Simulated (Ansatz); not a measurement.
# Ti6O: the cost of one run

Computed with Ansatz 0.2.0 (DFT, PBE, plane-wave PAW, default files, scalar-relativistic, as far as a step names no other, unless a step's input says otherwise).

**1. The system as given**

The structure is trigonal, space group P-31c (No. 163). The conventional cell has a = 5.105 Å, b = 5.105 Å, c = 9.455 Å, α = 90.00°, β = 90.00°, γ = 120.00°. Around Ti (site symmetry 1) lie 1 O at 2.09 Å. O (site symmetry 32) has 6 Ti at 2.09 Å as nearest neighbours.

Structure file:

```xyz
14
Lattice="5.1053 0.0000 0.0000 -2.5527 4.4213 0.0000 0.0000 0.0000 9.4549" Properties=species:S:1:pos:R:3 pbc="T T T"
Ti    1.7169    2.9349    3.6041
Ti   -0.8475    4.4019    8.3315
Ti    0.8475    4.4019    5.8509
Ti    1.6832    2.9543    8.3315
Ti    0.8694    1.4670    1.1234
Ti    4.2359    1.4670    3.6041
Ti    1.7052    0.0194    3.6041
Ti    3.4001    0.0194    1.1234
Ti   -0.8358    1.4865    8.3315
Ti    0.8358    1.4865    5.8509
Ti   -1.6832    2.9543    5.8509
Ti    3.3884    2.9349    1.1234
O     2.5527    1.4738    2.3637
O     0.0000    2.9475    7.0912
```

**2. Single point at the given positions**

The input, input.yaml:

```yaml
crystal:
  lattice:
    - [5.105300459, 0.0, 0.0]
    - [-2.5526502295, 4.4213198915, 0.0]
    - [0.0, 0.0, 9.45492186]
  atoms:
    - { symbol: Ti, position: [0.66819234, 0.6637988, 0.38118347] }
    - { symbol: Ti, position: [0.33180766, 0.99560646, 0.88118347] }
    - { symbol: Ti, position: [0.6637988, 0.99560646, 0.61881653] }
    - { symbol: Ti, position: [0.6637988, 0.66819234, 0.88118347] }
    - { symbol: Ti, position: [0.3362012, 0.33180766, 0.11881653] }
    - { symbol: Ti, position: [0.99560646, 0.33180766, 0.38118347] }
    - { symbol: Ti, position: [0.3362012, 0.00439354, 0.38118347] }
    - { symbol: Ti, position: [0.66819234, 0.00439354, 0.11881653] }
    - { symbol: Ti, position: [0.00439354, 0.3362012, 0.88118347] }
    - { symbol: Ti, position: [0.33180766, 0.3362012, 0.61881653] }
    - { symbol: Ti, position: [0.00439354, 0.66819234, 0.61881653] }
    - { symbol: Ti, position: [0.99560646, 0.6637988, 0.11881653] }
    - { symbol: O, position: [0.6666666667, 0.3333333333, 0.25] }
    - { symbol: O, position: [0.3333333333, 0.6666666667, 0.75] }
kpoints:
  mp_grid: { grid: [8, 8, 4] }
scf:
  occupations: { method: fermi_dirac, width: 0.05 }
hamiltonian:
  xc: pbe
  pseudopotentials: { kind: paw }
output:
  forces: true
  stress: true
  populations: true
  efg:
    quadrupole_moments_barn: { Ti: 0.247, O: -0.02558 }
    contact_densities: true
  write_density: true
  write_potential: true
  elf: true
  volumetric_format: npy
```

Started as:

```sh
$ ansatz run input.yaml --threads 1 --pin off --max-ram 2560MiB --backend cpu --events-out ev --progress --plain --runs-dir out
```

Q: Estimate wall time and peak memory on 1 thread of Intel Xeon 6975P-C (Granite Rapids), shared host.

About 29 s, with a peak of 0.83 GiB.
